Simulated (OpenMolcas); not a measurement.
# Pt⁴⁺ among point charges: CASSCF and CASPT2 levels and susceptibility

How does a field of 6 point charges split the states of Pt⁴⁺, and what χT follows?

The numbers are computed with OpenMolcas 26.06 (state-averaged CASSCF and CASPT2, spin-orbit coupling by RASSI with atomic mean-field integrals), except any that are marked as measured or tabulated.

## 1. The system

| Quantity | Value |
| --- | --- |
| Species | Pt⁴⁺ (platinum, Z = 78, 74 electrons) |
| Basis | ANO-RCC-VTZP [8s7p5d3f1g], 84 functions |
| Scalar Hamiltonian | DKH2, point nucleus |
| Inactive shells | 1s 2s 2p 3s 3p 3d 4s 4p 4d 4f 5s 5p |
| Active space | 6 electrons in 5 orbitals (5d) |
| Some configurations of this space | 5d⁶ |
| Orbitals | optimised for each spin and parity, averaged over all roots |

Outer shells as boxes (Hund's rule):

5d6
```
5d [↑↓][↑ ][↑ ][↑ ][↑ ]
```

The ion sits among 6 point charges of -0.85 e arranged as a trigonal prism (D3h), 1.94 Å from the ion, with a polar angle of 44.7° against the regular 49.1°.

Each step is its own input file, run in one work folder so that later steps find the files of earlier ones. Labels, J, g values, rates, χT and fits are worked out afterwards by a script from the matrices that RASSI stores.

## 2. One- and two-electron integrals

The input, a.inp:

```
&GATEWAY
Coord
1

Pt 0.0 0.0 0.0
Basis=ANO-RCC-VTZP
Group=NoSym
NoMove
AngMom=0.0 0.0 0.0
AMFI
XField
6 Angstrom 0
1.364128 0.000000 1.379403 -0.850000
-0.682064 1.181370 1.379403 -0.850000
-0.682064 -1.181370 1.379403 -0.850000
1.364128 0.000000 -1.379403 -0.850000
-0.682064 1.181370 -1.379403 -0.850000
-0.682064 -1.181370 -1.379403 -0.850000
&SEWARD
```

The run is started by

```bash
OMP_NUM_THREADS=1 MOLCAS_MEM=1689 MOLCAS_PROJECT=a pymolcas a.inp > a.log
```

## 3. Reference wave functions, quintets, 5 roots

The input, a.inp:

```
&RASSCF
FileOrb=start.orb
Symmetry=1
Spin=5
nActEl=6 0 0
Inactive=34
Ras2=5
CIRoot=5 5 1
SDav=5
CIMx=300
Iter=120 100
PrWF=0.3
OrbListing=Nothing
MaxOrb=0
>>> COPY $Project.JobIph JOB001
```

start.orb holds the contracted functions of the basis, ordered by shell, or the orbitals of the step before.

## 4. CASSCF: triplets, 45 roots

The input, a.inp:

```
&RASSCF
FileOrb=start.orb
Symmetry=1
Spin=3
nActEl=6 0 0
Inactive=34
Ras2=5
CIRoot=45 45 1
SDav=45
CIMx=300
Iter=120 100
PrWF=0.3
OrbListing=Nothing
MaxOrb=0
>>> COPY $Project.JobIph JOB002
```

## 5. Reference wave functions, singlets, 50 roots

The input, a.inp:

```
&RASSCF
FileOrb=start.orb
Symmetry=1
Spin=1
nActEl=6 0 0
Inactive=34
Ras2=5
CIRoot=50 50 1
SDav=50
CIMx=300
Iter=120 100
PrWF=0.3
OrbListing=Nothing
MaxOrb=0
>>> COPY $Project.JobIph JOB003
```

## 6. RASSI: spin-orbit coupling between the states

The input, a.inp:

```
&RASSI
NrOfJobIphs=3 5 45 50
1 2 3 4 5
1 2 3 4 5 6 7 8 9 10 11 12 13 14 15 16 17 18 19 20 21 22 23 24 25 26 27
28 29 30 31 32 33 34 35 36 37 38 39 40 41 42 43 44 45
1 2 3 4 5 6 7 8 9 10 11 12 13 14 15 16 17 18 19 20 21 22 23 24 25 26 27
28 29 30 31 32 33 34 35 36 37 38 39 40 41 42 43 44 45 46 47 48 49 50
IphNames
JOB001
JOB002
JOB003
EJob
SpinOrbit
DIPRint=1.0
SOCoupling=1000.0
Subsets=2
Property=9
'ANGMOM' 1 'ANGMOM' 2 'ANGMOM' 3 'MLTPL  1' 1 'MLTPL  1' 2 'MLTPL  1' 3
'AMFI' 1 'AMFI' 2 'AMFI' 3
SOProperty=3
'ANGMOM' 1 'ANGMOM' 2 'ANGMOM' 3
```

## 7. CASPT2: IPEA 0.25, imaginary shift 0.1 (closed shells correlated: 4f 5s 5p)

The input, a.inp:

```
>>> COPY JOB001 $Project.JobIph
&CASPT2
Multistate=5 1 2 3 4 5
NoMult
Frozen=23
IPEA=0.25
Imaginary=0.1
MaxIter=60
WThr=0.0 0.3 0.05
PrWF=0.5
NoMix
>>> COPY JOB002 $Project.JobIph
&CASPT2
Multistate=45 1 2 3 4 5 6 7 8 9 10 11 12 13 14 15 16 17 18 19 20 21 22
23 24 25 26 27 28 29 30 31 32 33 34 35 36 37 38 39 40 41 42 43 44 45
NoMult
Frozen=23
IPEA=0.25
Imaginary=0.1
MaxIter=60
WThr=0.0 0.3 0.05
PrWF=0.5
NoMix
>>> COPY JOB003 $Project.JobIph
&CASPT2
Multistate=50 1 2 3 4 5 6 7 8 9 10 11 12 13 14 15 16 17 18 19 20 21 22
23 24 25 26 27 28 29 30 31 32 33 34 35 36 37 38 39 40 41 42 43 44 45 46
47 48 49 50
NoMult
Frozen=23
IPEA=0.25
Imaginary=0.1
MaxIter=60
WThr=0.0 0.3 0.05
PrWF=0.5
NoMix
```

(Steps that only read results are left out.)

What does the calculation give? Wanted: spin-free ground state; first state of the same spin within the active space; lowest level; next level.

The runs gave:

| quantity | value |
| --- | --- |
| method | SS-CASPT2, IPEA 0.25, imaginary shift 0.1 (closed shells correlated: 4f 5s 5p) |
| spin-free ground state | 5E, 2-fold in its orbital part |
| first state of the same spin within the active space | 5A1 at 4490 cm⁻¹ |
| lowest level | 2-fold E, g = 0.00, 0.00, 11.61 |
| next level | 1602.7 cm⁻¹ |
| χT at 300 K | 4.51 cm³ K/mol |
| effective moment at 300 K | 6.01 μB |

Cost by method:

| method | time of its own steps | time with the reference |
| --- | --- | --- |
| A. CASSCF | 27 s | 27 s |
| B. SS-CASPT2, IPEA 0.25, imaginary shift 0.1, +4f 5s 5p | 56 s | 83 s |

Times are of one thread on a shared host.

What this shows: The spin-free ground state (5E) comes to 100 % from free-ion D terms and keeps the highest spin of the shell. χT at 300 K is 4.51, against 3.01 cm³ K/mol for the spin alone, so orbital moment adds to it. An active space of the d shell alone favours high spin; real ions in strong fields can be low spin. CASPT2 does not keep the components of a term degenerate, and the means are used. The field of point charges can differ much from that of real complexes. With metal d orbitals alone active, the gaps between spin states are rough; where two lie within a few thousand cm-1, their order is open. This is an electrostatic model: the charges have no orbitals.
